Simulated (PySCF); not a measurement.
**S2SiH2: G0W0 quasiparticle levels with PBE0**

S2SiH2, in a box:

```
S Si H
1.0
    13.00000    0.00000    0.00000
     0.00000   12.00000    0.00000
     0.00000    0.00000   11.00000
S Si H
2 1 2
Direct
  0.45482 0.41330 0.45802
  0.61383 0.59173 0.57397
  0.45370 0.57936 0.52884
  0.35374 0.41177 0.43221
  0.64826 0.49080 0.53930
```

| Item | Value |
| --- | --- |
| Program | PySCF 2.14.0 |
| Task | G0W0 quasiparticle levels |
| Functional | PBE0 |
| Potentials or basis | cc-pvdz (all-electron) |
| k mesh | 1 × 1 × 1 |
| Occupations | fixed |
| Spin | no spin polarisation |
| Exponents discarded below (exp_to_discard) | 0 1/bohr^2 |
| Frozen core bands | 15 |
| conv_tol | 1e-08 Ha |
| max_cycle | 60 |
| exxdiv | ewald |
| Relativity | none |
| Coulomb method | Gaussian density fitting (GDF) |
| Grid for exchange and correlation | Becke, atom-centred |
| Three-centre integrals | read from an earlier run's file |

| Item | Value |
| --- | --- |
| Gap between the frontier levels, mean-field level | 4.98 eV |
| Mulliken charges | S -0.22; Si +0.20; H +0.12 e |
| Quasiparticle gap | 8.64 eV |

Levels at points of the mesh, in eV from the valence-band top:
```
           k point  band 20  band 21  band 22  band 23  band 24  band 25  band 26  band 27  band 28  band 29
(0.00, 0.00, 0.00)    -3.72    -2.05    -1.72    -0.58     0.00     4.98     6.87     7.64     8.06     9.12
```

It took 28 s on 2 threads of Intel(R) Xeon(R) Processor @ 2.70GHz (shared host), peak memory 1.9 GiB.

Caveat: the basis is small and the box finite, so much correlation energy is missing and levels can be off by tenths of an eV; Mulliken charges move with the basis; this is a molecule in a periodic box at the Γ point, so its band gap is the HOMO-LUMO gap; total energy, band gap and charges are those of the mean-field reference; the basis of atomic orbitals isn't converged, which shifts pressures, moduli and gaps.
